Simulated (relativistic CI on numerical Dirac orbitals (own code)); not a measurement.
# Ions with 11 electrons, K⁸⁺ to Mn¹⁴⁺: levels along an isoelectronic sequence

How do the lowest levels of 11-electron ions move as Z rises from 19 to 25? Each ion is run with the same configurations.

Program: relativistic CI on numerical Dirac orbitals (own code) version 2. Level of theory: Dirac-Coulomb-Breit CI, KLI orbitals optimised for each configuration, model QED (radiative potential, 1s self-energy scaled to tabulated hydrogen-like ionisation energies). These are calculated values, not measurements, unless marked.

## (1) The atom as given

* electrons: 11
* ions: K⁸⁺, Ca⁹⁺, Sc¹⁰⁺, Ti¹¹⁺, V¹²⁺, Cr¹³⁺, Mn¹⁴⁺
* configurations: [Ne] 3s; [Ne] 3p; [Ne] 3d; [Ne] 4s; [Ne] 4p; [Ne] 4d; [Ne] 4f

## (2) K⁸⁺ (Z = 19)

Settings of the run:

```ini
atom K  Z=19  charge=8  electrons=11
nucleus A=39  rms_radius_fm=3.4349
hamiltonian dirac-coulomb  breit=on  qed=on  c_scale=1
orbitals kli  potential=per-configuration
slater_scale 1
correlation none
mixing on
configurations
  [Ne] 3s
  [Ne] 3p
  [Ne] 3d
  [Ne] 4s
  [Ne] 4p
  [Ne] 4d
  [Ne] 4f
end
```

The program writes no log. Results of the run, from its result record (rounded, main fields):

```text
{
  "status": "converged",
  "levels [i, E_cm, J2, conf, term, w_term, jj, w_jj, g, tau_s]": [
    [0, 0, 1, "3s", "2S", 1, "3s", 1, 2.002, "-"],
    [1, 157272.49, 1, "3p", "2P*", 1, "3p1/2", 1, 0.6654, 3.329e-10],
    [2, 160990.86, 3, "3p", "2P*", 1, "3p3/2", 1, 1.334, 3.094e-10],
    [3, 375145.01, 3, "3d", "2D", 1, "3d3/2", 1, 0.7992, 1.106e-10],
    [4, 375358.66, 5, "3d", "2D", 1, "3d5/2", 1, 1.2, 1.148e-10],
    [5, 696059.79, 1, "4s", "2S", 1, "4s", 1, 2.002, 2.178e-11],
    [6, 755563.1, 1, "4p", "2P*", 1, "4p1/2", 1, 0.6656, 3.622e-11],
    [7, 756948.6, 3, "4p", "2P*", 1, "4p3/2", 1, 1.334, 3.733e-11],
    [8, 834098.86, 3, "4d", "2D", 1, "4d3/2", 1, 0.7994, 3.4e-11],
    [9, 834201.8, 5, "4d", "2D", 1, "4d5/2", 1, 1.2, 3.37e-11],
    [10, 856833.35, 5, "4f", "2F*", 1, "4f5/2", 1, 0.8567, 9.942e-12],
    [11, 856879.99, 7, "4f", "2F*", 1, "4f7/2", 1, 1.143, 9.948e-12]
  ],
  "lines, the strongest and those to the lowest levels [upper, lower, type, S_au, A_per_s, branching]": [
    [4, 2, "E1", 2.618, 8.709e+09, 1],
    [5, 2, "E1", 0.198, 3.072e+10, 0.6691],
    [6, 0, "E1", 0.03693, 1.614e+10, 0.5845],
    [7, 0, "E1", 0.07027, 1.544e+10, 0.5762],
    [7, 4, "E1", 0.3416, 9.613e+09, 0.3588],
    [8, 1, "E1", 0.1461, 2.294e+10, 0.7799],
    [9, 2, "E1", 0.2713, 2.795e+10, 0.9417],
    [10, 3, "E1", 2.486, 9.384e+10, 0.933],
    [10, 4, "E1", 0.1777, 6.698e+09, 0.0666],
    [11, 4, "E1", 3.554, 1.005e+11, 0.9996]
  ],
  "n_levels_all": 12,
  "total_energy [Ha]": -579.65940606,
  "configurations [conf, odd, states, E_av_cm, breit_Ha, qed_Ha, corr_Ha]": [
    ["3s", 0, 2, 2.61685, 0.1553, 0.1052, "-"],
    ["3p", 1, 6, 159755, 0.1553, 0.1044, "-"],
    ["3d", 0, 10, 375280, 0.1543, 0.1044, "-"],
    ["4s", 0, 2, 696057, 0.1545, 0.1047, "-"],
    ["4p", 1, 6, 756483, 0.1546, 0.1044, "-"],
    ["4d", 0, 10, 834154, 0.1542, 0.1044, "-"],
    ["4f", 1, 14, 856860, 0.1541, 0.1045, "-"]
  ]
}
```

It took 0.11 s on 1 thread, shared host.

## (3) Ca⁹⁺ (Z = 20)

Changes to the settings of step 2:

```diff
@@ -1,3 +1,3 @@
-atom K  Z=19  charge=8  electrons=11
-nucleus A=39  rms_radius_fm=3.4349
+atom Ca  Z=20  charge=9  electrons=11
+nucleus A=40  rms_radius_fm=3.4776
 hamiltonian dirac-coulomb  breit=on  qed=on  c_scale=1
```

Main fields:

```text
{
  "status": "converged",
  "levels [i, E_cm, J2, conf, term, w_term, jj, w_jj, g, tau_s]": [
    [0, 0, 1, "3s", "2S", 1, "3s", 1, 2.002, "-"],
    [1, 174437.4, 1, "3p", "2P*", 1, "3p1/2", 1, 0.6653, 2.883e-10],
    [2, 179462.5, 3, "3p", "2P*", 1, "3p3/2", 1, 1.334, 2.638e-10],
    [3, 417583.95, 3, "3d", "2D", 1, "3d3/2", 1, 0.7991, 9.723e-11],
    [4, 417942.59, 5, "3d", "2D", 1, "3d5/2", 1, 1.2, 1.018e-10],
    [5, 829904.35, 1, "4s", "2S", 1, "4s", 1, 2.002, 1.539e-11],
    [6, 896572.46, 1, "4p", "2P*", 1, "4p1/2", 1, 0.6656, 2.378e-11],
    [7, 898461.63, 3, "4p", "2P*", 1, "4p3/2", 1, 1.334, 2.459e-11],
    [8, 984472.45, 3, "4d", "2D", 1, "4d3/2", 1, 0.7993, 2.032e-11],
    [9, 984644.74, 5, "4d", "2D", 1, "4d5/2", 1, 1.2, 2.014e-11],
    [10, 1012042.6, 5, "4f", "2F*", 1, "4f5/2", 1, 0.8566, 6.513e-12],
    [11, 1012114.2, 7, "4f", "2F*", 1, "4f7/2", 1, 1.143, 6.517e-12]
  ],
  "n_levels_all": 12,
  "total_energy [Ha]": -650.68626752,
  "configurations [conf, odd, states, E_av_cm, breit_Ha, qed_Ha, corr_Ha]": [
    ["3s", 0, 2, 3.15472, 0.1846, 0.1259, "-"],
    ["3p", 1, 6, 177792, 0.1847, 0.1249, "-"],
    ["3d", 0, 10, 417807, 0.1833, 0.1249, "-"],
    ["4s", 0, 2, 829901, 0.1836, 0.1253, "-"],
    ["4p", 1, 6, 897828, 0.1837, 0.1249, "-"],
    ["4d", 0, 10, 984568, 0.1832, 0.1249, "-"],
    ["4f", 1, 14, 1.01208e+06, 0.1831, 0.1249, "-"]
  ]
}
```

It took 0.11 s on 1 thread, shared host.

## (4) Sc¹⁰⁺ (Z = 21)

Changes to the settings of step 3:

```diff
@@ -1,3 +1,3 @@
-atom Ca  Z=20  charge=9  electrons=11
-nucleus A=40  rms_radius_fm=3.4776
+atom Sc  Z=21  charge=10  electrons=11
+nucleus A=45  rms_radius_fm=3.5459
 hamiltonian dirac-coulomb  breit=on  qed=on  c_scale=1
```

Main fields:

```text
{
  "status": "converged",
  "levels [i, E_cm, J2, conf, term, w_term, jj, w_jj, g, tau_s]": [
    [0, 0, 1, "3s", "2S", 1, "3s", 1, 2.002, "-"],
    [1, 191602.21, 1, "3p", "2P*", 1, "3p1/2", 1, 0.6652, 2.537e-10],
    [2, 198237.97, 3, "3p", "2P*", 1, "3p3/2", 1, 1.334, 2.281e-10],
    [3, 460068.12, 3, "3d", "2D", 1, "3d3/2", 1, 0.7991, 8.675e-11],
    [4, 460626.58, 5, "3d", "2D", 1, "3d5/2", 1, 1.2, 9.155e-11],
    [5, 974735.87, 1, "4s", "2S", 1, "4s", 1, 2.002, 1.122e-11],
    [6, 1048595.8, 1, "4p", "2P*", 1, "4p1/2", 1, 0.6655, 1.628e-11],
    [7, 1051109.7, 3, "4p", "2P*", 1, "4p3/2", 1, 1.334, 1.689e-11],
    [8, 1145944, 3, "4d", "2D", 1, "4d3/2", 1, 0.7993, 1.294e-11],
    [9, 1146210.5, 5, "4d", "2D", 1, "4d5/2", 1, 1.2, 1.283e-11],
    [10, 1178508.2, 5, "4f", "2F*", 1, "4f5/2", 1, 0.8566, 4.446e-12],
    [11, 1178613.8, 7, "4f", "2F*", 1, "4f7/2", 1, 1.143, 4.45e-12]
  ],
  "n_levels_all": 12,
  "total_energy [Ha]": -725.92216283,
  "configurations [conf, odd, states, E_av_cm, breit_Ha, qed_Ha, corr_Ha]": [
    ["3s", 0, 2, 3.71276, 0.2173, 0.1492, "-"],
    ["3p", 1, 6, 196031, 0.2175, 0.1479, "-"],
    ["3d", 0, 10, 460412, 0.2158, 0.148, "-"],
    ["4s", 0, 2, 974732, 0.2162, 0.1485, "-"],
    ["4p", 1, 6, 1.05027e+06, 0.2163, 0.148, "-"],
    ["4d", 0, 10, 1.14609e+06, 0.2156, 0.148, "-"],
    ["4f", 1, 14, 1.17857e+06, 0.2155, 0.148, "-"]
  ]
}
```

It took 0.11 s on 1 thread, shared host.

## (5) Ti¹¹⁺ (Z = 22)

Changes to the settings of step 4:

```diff
@@ -1,3 +1,3 @@
-atom Sc  Z=21  charge=10  electrons=11
-nucleus A=45  rms_radius_fm=3.5459
+atom Ti  Z=22  charge=11  electrons=11
+nucleus A=48  rms_radius_fm=3.5921
 hamiltonian dirac-coulomb  breit=on  qed=on  c_scale=1
```

Main fields:

```text
{
  "status": "converged",
  "levels [i, E_cm, J2, conf, term, w_term, jj, w_jj, g, tau_s]": [
    [0, 0, 1, "3s", "2S", 1, "3s", 1, 2.001, "-"],
    [1, 208780.54, 1, "3p", "2P*", 1, "3p1/2", 1, 0.6651, 2.261e-10],
    [2, 217373.94, 3, "3p", "2P*", 1, "3p3/2", 1, 1.333, 1.994e-10],
    [3, 502705.25, 3, "3d", "2D", 1, "3d3/2", 1, 0.799, 7.822e-11],
    [4, 503529.09, 5, "3d", "2D", 1, "3d5/2", 1, 1.2, 8.333e-11],
    [5, 1130573.9, 1, "4s", "2S", 1, "4s", 1, 2.002, 8.391e-12],
    [6, 1211652.3, 1, "4p", "2P*", 1, "4p1/2", 1, 0.6655, 1.153e-11],
    [7, 1214929.7, 3, "4p", "2P*", 1, "4p3/2", 1, 1.334, 1.201e-11],
    [8, 1318561.1, 3, "4d", "2D", 1, "4d3/2", 1, 0.7992, 8.66e-12],
    [9, 1318951.1, 5, "4d", "2D", 1, "4d5/2", 1, 1.2, 8.585e-12],
    [10, 1356249.7, 5, "4f", "2F*", 1, "4f5/2", 1, 0.8566, 3.14e-12],
    [11, 1356400.2, 7, "4f", "2F*", 1, "4f7/2", 1, 1.143, 3.143e-12]
  ],
  "n_levels_all": 12,
  "total_energy [Ha]": -805.37768229,
  "configurations [conf, odd, states, E_av_cm, breit_Ha, qed_Ha, corr_Ha]": [
    ["3s", 0, 2, 4.29326, 0.2539, 0.1754, "-"],
    ["3p", 1, 6, 214515, 0.2541, 0.1738, "-"],
    ["3d", 0, 10, 503210, 0.252, 0.1739, "-"],
    ["4s", 0, 2, 1.13057e+06, 0.2524, 0.1745, "-"],
    ["4p", 1, 6, 1.21383e+06, 0.2525, 0.1739, "-"],
    ["4d", 0, 10, 1.31878e+06, 0.2518, 0.1739, "-"],
    ["4f", 1, 14, 1.35634e+06, 0.2516, 0.1739, "-"]
  ]
}
```

Run time: 0.11 s. Hardware: 1 thread, shared host.

## (6) V¹²⁺ (Z = 23)

Changes to the settings of step 5:

```diff
@@ -1,3 +1,3 @@
-atom Ti  Z=22  charge=11  electrons=11
-nucleus A=48  rms_radius_fm=3.5921
+atom V  Z=23  charge=12  electrons=11
+nucleus A=51  rms_radius_fm=3.6002
 hamiltonian dirac-coulomb  breit=on  qed=on  c_scale=1
```

Main fields:

```text
{
  "status": "converged",
  "levels [i, E_cm, J2, conf, term, w_term, jj, w_jj, g, tau_s]": [
    [0, 0, 1, "3s", "2S", 1, "3s", 1, 2.001, "-"],
    [1, 225984.17, 1, "3p", "2P*", 1, "3p1/2", 1, 0.6649, 2.037e-10],
    [2, 236928.26, 3, "3p", "2P*", 1, "3p3/2", 1, 1.333, 1.758e-10],
    [3, 545594.44, 3, "3d", "2D", 1, "3d3/2", 1, 0.7989, 7.109e-11],
    [4, 546760.81, 5, "3d", "2D", 1, "3d5/2", 1, 1.2, 7.652e-11],
    [5, 1297446, 1, "4s", "2S", 1, "4s", 1, 2.002, 6.413e-12],
    [6, 1385770, 1, "4p", "2P*", 1, "4p1/2", 1, 0.6654, 8.401e-12],
    [7, 1389968.5, 3, "4p", "2P*", 1, "4p3/2", 1, 1.334, 8.781e-12],
    [8, 1502378, 3, "4d", "2D", 1, "4d3/2", 1, 0.7992, 6.032e-12],
    [9, 1502925.9, 5, "4d", "2D", 1, "4d5/2", 1, 1.2, 5.98e-12],
    [10, 1545303, 5, "4f", "2F*", 1, "4f5/2", 1, 0.8565, 2.281e-12],
    [11, 1545511.5, 7, "4f", "2F*", 1, "4f7/2", 1, 1.143, 2.284e-12]
  ],
  "n_levels_all": 12,
  "total_energy [Ha]": -889.06419491,
  "configurations [conf, odd, states, E_av_cm, breit_Ha, qed_Ha, corr_Ha]": [
    ["3s", 0, 2, 4.89923, 0.2943, 0.2046, "-"],
    ["3p", 1, 6, 233287, 0.2947, 0.2028, "-"],
    ["3d", 0, 10, 546305, 0.2922, 0.2028, "-"],
    ["4s", 0, 2, 1.29744e+06, 0.2925, 0.2035, "-"],
    ["4p", 1, 6, 1.38856e+06, 0.2927, 0.2028, "-"],
    ["4d", 0, 10, 1.5027e+06, 0.2918, 0.2028, "-"],
    ["4f", 1, 14, 1.54542e+06, 0.2915, 0.2029, "-"]
  ]
}
```

Wall time 0.11 s (1 thread, shared host).

## (7) Cr¹³⁺ (Z = 24)

Changes to the settings of step 6:

```diff
@@ -1,3 +1,3 @@
-atom V  Z=23  charge=12  electrons=11
-nucleus A=51  rms_radius_fm=3.6002
+atom Cr  Z=24  charge=13  electrons=11
+nucleus A=52  rms_radius_fm=3.6452
 hamiltonian dirac-coulomb  breit=on  qed=on  c_scale=1
```

Main fields:

```text
{
  "status": "converged",
  "levels [i, E_cm, J2, conf, term, w_term, jj, w_jj, g, tau_s]": [
    [0, 0, 1, "3s", "2S", 1, "3s", 1, 2.001, "-"],
    [1, 243222.77, 1, "3p", "2P*", 1, "3p1/2", 1, 0.6648, 1.85e-10],
    [2, 256959.72, 3, "3p", "2P*", 1, "3p3/2", 1, 1.333, 1.56e-10],
    [3, 588827.3, 3, "3d", "2D", 1, "3d3/2", 1, 0.7988, 6.5e-11],
    [4, 590425.82, 5, "3d", "2D", 1, "3d5/2", 1, 1.2, 7.077e-11],
    [5, 1475383, 1, "4s", "2S", 1, "4s", 1, 2.002, 4.992e-12],
    [6, 1570980.3, 1, "4p", "2P*", 1, "4p1/2", 1, 0.6653, 6.268e-12],
    [7, 1576277.6, 3, "4p", "2P*", 1, "4p3/2", 1, 1.334, 6.577e-12],
    [8, 1697452.1, 3, "4d", "2D", 1, "4d3/2", 1, 0.7991, 4.34e-12],
    [9, 1698197.5, 5, "4d", "2D", 1, "4d5/2", 1, 1.2, 4.303e-12],
    [10, 1745713.2, 5, "4f", "2F*", 1, "4f5/2", 1, 0.8565, 1.698e-12],
    [11, 1745994.9, 7, "4f", "2F*", 1, "4f7/2", 1, 1.143, 1.7e-12]
  ],
  "n_levels_all": 12,
  "total_energy [Ha]": -976.99372307,
  "configurations [conf, odd, states, E_av_cm, breit_Ha, qed_Ha, corr_Ha]": [
    ["3s", 0, 2, 5.53411, 0.3389, 0.2371, "-"],
    ["3p", 1, 6, 252388, 0.3394, 0.2349, "-"],
    ["3d", 0, 10, 589798, 0.3364, 0.2349, "-"],
    ["4s", 0, 2, 1.47538e+06, 0.3368, 0.2358, "-"],
    ["4p", 1, 6, 1.5745e+06, 0.337, 0.2349, "-"],
    ["4d", 0, 10, 1.69789e+06, 0.3359, 0.2349, "-"],
    ["4f", 1, 14, 1.74587e+06, 0.3355, 0.235, "-"]
  ]
}
```

Wall time 0.11 s (1 thread, shared host).

## (8) Mn¹⁴⁺ (Z = 25)

Changes to the settings of step 7:

```diff
@@ -1,3 +1,3 @@
-atom Cr  Z=24  charge=13  electrons=11
-nucleus A=52  rms_radius_fm=3.6452
+atom Mn  Z=25  charge=14  electrons=11
+nucleus A=55  rms_radius_fm=3.7057
 hamiltonian dirac-coulomb  breit=on  qed=on  c_scale=1
```

Main fields:

```text
{
  "status": "converged",
  "levels [i, E_cm, J2, conf, term, w_term, jj, w_jj, g, tau_s]": [
    [0, 0, 1, "3s", "2S", 1, "3s", 1, 2.001, "-"],
    [1, 260505.25, 1, "3p", "2P*", 1, "3p1/2", 1, 0.6647, 1.693e-10],
    [2, 277529.51, 3, "3p", "2P*", 1, "3p3/2", 1, 1.333, 1.391e-10],
    [3, 632491.86, 3, "3d", "2D", 1, "3d3/2", 1, 0.7987, 5.972e-11],
    [4, 634625.45, 5, "3d", "2D", 1, "3d5/2", 1, 1.2, 6.582e-11],
    [5, 1664421.9, 1, "4s", "2S", 1, "4s", 1, 2.002, 3.947e-12],
    [6, 1767321.1, 1, "4p", "2P*", 1, "4p1/2", 1, 0.6653, 4.773e-12],
    [7, 1773916.7, 3, "4p", "2P*", 1, "4p3/2", 1, 1.334, 5.027e-12],
    [8, 1903847.1, 3, "4d", "2D", 1, "4d3/2", 1, 0.7991, 3.209e-12],
    [9, 1904835.4, 5, "4d", "2D", 1, "4d5/2", 1, 1.2, 3.181e-12],
    [10, 1957536.2, 5, "4f", "2F*", 1, "4f5/2", 1, 0.8564, 1.29e-12],
    [11, 1957909.1, 7, "4f", "2F*", 1, "4f7/2", 1, 1.143, 1.292e-12]
  ],
  "n_levels_all": 12,
  "total_energy [Ha]": -1069.1791204,
  "configurations [conf, odd, states, E_av_cm, breit_Ha, qed_Ha, corr_Ha]": [
    ["3s", 0, 2, 6.20158, 0.3878, 0.273, "-"],
    ["3p", 1, 6, 271863, 0.3885, 0.2704, "-"],
    ["3d", 0, 10, 633785, 0.385, 0.2703, "-"],
    ["4s", 0, 2, 1.66442e+06, 0.3853, 0.2715, "-"],
    ["4p", 1, 6, 1.77171e+06, 0.3856, 0.2704, "-"],
    ["4d", 0, 10, 1.90443e+06, 0.3843, 0.2704, "-"],
    ["4f", 1, 14, 1.95775e+06, 0.3839, 0.2705, "-"]
  ]
}
```

Wall time 0.12 s (1 thread, shared host).

## (9) Along the sequence

| ion | lowest level | LS (%) | jj (%) | excitation 1 (eV) | excitation 2 (eV) | excitation 3 (eV) |
| --- | --- | --- | --- | --- | --- | --- |
| K⁸⁺ | 3s 2S1/2 | 100 | 100 | 19.50 | 19.96 | 46.51 |
| Ca⁹⁺ | 3s 2S1/2 | 100 | 100 | 21.63 | 22.25 | 51.77 |
| Sc¹⁰⁺ | 3s 2S1/2 | 100 | 100 | 23.76 | 24.58 | 57.04 |
| Ti¹¹⁺ | 3s 2S1/2 | 100 | 100 | 25.89 | 26.95 | 62.33 |
| V¹²⁺ | 3s 2S1/2 | 100 | 100 | 28.02 | 29.38 | 67.65 |
| Cr¹³⁺ | 3s 2S1/2 | 100 | 100 | 30.16 | 31.86 | 73.01 |
| Mn¹⁴⁺ | 3s 2S1/2 | 100 | 100 | 32.30 | 34.41 | 78.42 |

Levels followed by label (eV):

| Z | 3s 2S1/2 | 3p 2P°1/2 | 3p 2P°3/2 | 3d 2D3/2 | 3d 2D5/2 | 4s 2S1/2 |
| --- | --- | --- | --- | --- | --- | --- |
| 19 | 0.00 | 19.50 | 19.96 | 46.51 | 46.54 | 86.30 |
| 20 | 0.00 | 21.63 | 22.25 | 51.77 | 51.82 | 102.90 |
| 21 | 0.00 | 23.76 | 24.58 | 57.04 | 57.11 | 120.85 |
| 22 | 0.00 | 25.89 | 26.95 | 62.33 | 62.43 | 140.17 |
| 23 | 0.00 | 28.02 | 29.38 | 67.65 | 67.79 | 160.86 |
| 24 | 0.00 | 30.16 | 31.86 | 73.01 | 73.20 | 182.92 |
| 25 | 0.00 | 32.30 | 34.41 | 78.42 | 78.68 | 206.36 |

## (10) What came out

| quantity | value |
| --- | --- |
| lowest level, first ion | 3s 2S1/2 |
| lowest level, last ion | 3s 2S1/2 |
| changes of the lowest level | none |
| interval 2P°1/2 to 2P°3/2 | 3718 to 17020 cm⁻¹ |
| mean jj purity of the low levels | 100 % |

In words: The lowest level stays 3s 2S1/2 throughout. Over these ions the splitting within 3p 2P° follows Z^5.5, steeper than the fourth power of a bare nucleus, since the screened charge grows faster than Z. Only the listed configurations are in the model.
